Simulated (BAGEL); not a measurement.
# triplet GeSiH4O: levels of theory compared

We compute a comparison of 5 runs (UHF/STO-3G, UHF/3-21G, ROHF/6-31G*, UHF/6-31G*, ROHF/def2-SVP) of triplet GeSiH4O. 

The results are computed with BAGEL 1.2.2.

12 further runs of the same task are left out: 12 set aside as unsound or not needed.

## 1. The system as given

GeSiH4O: 7 atoms, total charge 0, spin state triplet. As SMILES of the parent species, `[SiH3][O][GeH]`. The coordinates come from a PBE0-D4/def2-TZVP relaxation. This is one conformer, not always the lowest. That shape belongs to the parent species and isn't relaxed for this state.

Bond lengths: Si1–O2 1.643 Å, O2–Ge3 1.789 Å, Si1–H4 1.490 Å, Si1–H5 1.485 Å, Si1–H6 1.485 Å, Ge3–H7 1.605 Å. Angles: Si1–O2–Ge3 134.1°, O2–Si1–H4 110.8°, O2–Si1–H5 109.3°, O2–Si1–H6 109.3°, O2–Ge3–H7 93.5°, H4–Si1–H5 109.1°, H4–Si1–H6 109.1°, H5–Si1–H6 109.4°.

## 2. A single-point energy at UHF/STO-3G (density fitting with qzvpp-jkfit) (run 1)

Contents of hf.json:

```json
{ "bagel" : [

{
  "title" : "molecule",
  "basis" : "sto-3g",
  "df_basis" : "qzvpp-jkfit",
  "angstrom" : true,
  "geometry" : [
    { "atom" : "Si", "xyz" : [      -0.741700,       0.650900,      -0.296500 ] },
    { "atom" : "O", "xyz" : [       0.533500,      -0.139300,       0.373700 ] },
    { "atom" : "Ge", "xyz" : [       1.261400,      -1.756200,       0.134200 ] },
    { "atom" : "H", "xyz" : [      -1.409200,      -0.197600,      -1.323800 ] },
    { "atom" : "H", "xyz" : [      -0.260900,       1.901300,      -0.937500 ] },
    { "atom" : "H", "xyz" : [      -1.722500,       0.988100,       0.766400 ] },
    { "atom" : "H", "xyz" : [       2.400800,      -1.515100,       1.238000 ] }
  ]
},

{
  "title" : "uhf",
  "nopen" : 2
},

{
  "title" : "print",
  "file" : "orbitals.molden",
  "orbitals" : true
}

]}
```

Launch:

```sh
$ BAGEL_NUM_THREADS=1 BAGEL hf.json > hf.out
```

The program printed:

```text
* using 1 threads per process

  ===============================================================
  ===============================================================

  *** Geometry ***

[... 23 lines left out ...]
      * DIIS with orbital gradients will be used.

  === UHF iteration (sto-3g) ===
      0      -2413.38263476          0.02064288           0.08
      1      -2413.42943943          0.01021346           0.08
      2      -2413.44065105          0.00534847           0.08
[... 17 lines of this table left out ...]
     20      -2413.44508428          0.00000001           0.08
    * SCF iteration converged.

    * S^2 (UHF) is 2.0093

    * Permanent dipole moment:
           (    0.209232,     0.466741,     0.428120) a.u.

    * METHOD: UHF                                  1.90

    * METHOD: PRINT                                0.00

  ===============================================================
```

Run time: 2.3 s. Hardware: 1 thread of Arm Neoverse V1, shared host.

## 3. A single-point energy at UHF/3-21G (density fitting with qzvpp-jkfit) (run 2)

Contents of calc.json:

```json
{ "bagel" : [

{
  "title" : "molecule",
  "basis" : "3-21g",
  "df_basis" : "qzvpp-jkfit",
  "angstrom" : true,
  "geometry" : [
    { "atom" : "Si", "xyz" : [   -0.741700,    0.650900,   -0.296500 ] },
    { "atom" : "O", "xyz" : [    0.533500,   -0.139300,    0.373700 ] },
    { "atom" : "Ge", "xyz" : [    1.261400,   -1.756200,    0.134200 ] },
    { "atom" : "H", "xyz" : [   -1.409200,   -0.197600,   -1.323800 ] },
    { "atom" : "H", "xyz" : [   -0.260900,    1.901300,   -0.937500 ] },
    { "atom" : "H", "xyz" : [   -1.722500,    0.988100,    0.766400 ] },
    { "atom" : "H", "xyz" : [    2.400800,   -1.515100,    1.238000 ] }
  ]
},
{ "title" : "uhf", "nopen" : 2 },
{ "title" : "print", "file" : "orbitals.molden", "orbitals" : true }

]}
```

Launch:

```sh
$ BAGEL_NUM_THREADS=1 BAGEL calc.json > calc.out
```

The program printed:

```text
* using 1 threads per process

  ===============================================================
  ===============================================================

  *** Geometry ***

[... 23 lines left out ...]
      * DIIS with orbital gradients will be used.

  === UHF iteration (3-21g) ===
      0      -2429.33613713          0.04659719           0.13
      1      -2429.40365442          0.03889805           0.12
      2      -2429.43891208          0.02911496           0.12
[... 15 lines of this table left out ...]
     18      -2429.47947586          0.00000000           0.13
    * SCF iteration converged.

    * S^2 (UHF) is 2.0108

    * Permanent dipole moment:
           (    0.088817,     0.725693,     0.463192) a.u.

    * METHOD: UHF                                  2.56

    * METHOD: PRINT                                0.01

  ===============================================================
```

It took 2.9 s on 1 thread of Arm Neoverse V1, shared host; peak memory 0.095 GiB.

Runs 3 to 4 aren't shown in full; the table further down has their settings and results.

## 4. A single-point energy at ROHF/def2-SVP (density fitting with qzvpp-jkfit) (run 5)

Contents of job.json:

```json
{ "bagel" : [

{
  "title" : "molecule",
  "basis" : "svp",
  "df_basis" : "qzvpp-jkfit",
  "angstrom" : true,
  "geometry" : [
    { "atom" : "Si", "xyz" : [   -0.741700,    0.650900,   -0.296500 ] },
    { "atom" : "O", "xyz" : [    0.533500,   -0.139300,    0.373700 ] },
    { "atom" : "Ge", "xyz" : [    1.261400,   -1.756200,    0.134200 ] },
    { "atom" : "H", "xyz" : [   -1.409200,   -0.197600,   -1.323800 ] },
    { "atom" : "H", "xyz" : [   -0.260900,    1.901300,   -0.937500 ] },
    { "atom" : "H", "xyz" : [   -1.722500,    0.988100,    0.766400 ] },
    { "atom" : "H", "xyz" : [    2.400800,   -1.515100,    1.238000 ] }
  ]
},
{
  "title" : "rohf",
  "nopen" : 2
},
{
  "title" : "print",
  "file" : "orbitals.molden",
  "orbitals" : true
}

]}
```

Launch:

```sh
$ BAGEL_NUM_THREADS=1 BAGEL job.json > job.out
```

The program printed:

```text
* using 1 threads per process

  ===============================================================
  ===============================================================

  *** Geometry ***

[... 23 lines left out ...]
      * DIIS with orbital gradients will be used.

  === ROHF iteration (svp) ===
      0      -2440.85859715          0.03376785           0.22
      1      -2440.93039441          0.02986358           0.23
      2      -2440.97573788          0.02277223           0.21
[... 12 lines of this table left out ...]
     15      -2441.04634867          0.00000001           0.21
    * SCF iteration converged.

    * S^2 (ROHF) is 2.0000

    * Permanent dipole moment:
           (   -0.009027,     0.644902,     0.336333) a.u.

    * METHOD: ROHF                                 3.72

    * METHOD: PRINT                                0.02

  ===============================================================
```

Run time: 4.2 s. Hardware: 1 thread of Arm Neoverse V1, shared host; peak memory 0.14 GiB.

## 5. All runs side by side

| run | level | energy (Eh) | dipole moment (D) | ⟨S²⟩ | wall time |
| --- | --- | --- | --- | --- | --- |
| 1 | UHF/STO-3G (density fitting with qzvpp-jkfit) | -2413.445084 | 1.70 | 2.009 | 2.3 s |
| 2 | UHF/3-21G (density fitting with qzvpp-jkfit) | -2429.479476 | 2.20 | 2.011 | 2.9 s |
| 3 | ROHF/6-31G* (density fitting with qzvpp-jkfit, spherical functions) | -2441.148634 | 1.77 | 2.000 | 4.2 s |
| 4 | UHF/6-31G* (density fitting with qzvpp-jkfit, spherical functions) | -2441.152112 | 1.69 | 2.013 | 4.8 s |
| 5 | ROHF/def2-SVP (density fitting with qzvpp-jkfit) | -2441.046349 | 1.85 | 2.000 | 4.2 s |

## 6. Outcome

| quantity | value |
| --- | --- |
| run 5: total energy | -2441.04635 Eh |
| run 5: dipole moment | 1.85 D |
| run 5: ⟨S²⟩ | 2.000 |

What this shows: The dipole moment (its size) runs from 1.69 D (UHF/6-31G*) to 2.20 D (UHF/3-21G). In run 1 the basis is minimal, so the values are rough. All runs together took 18 s, the longest 4.8 s.
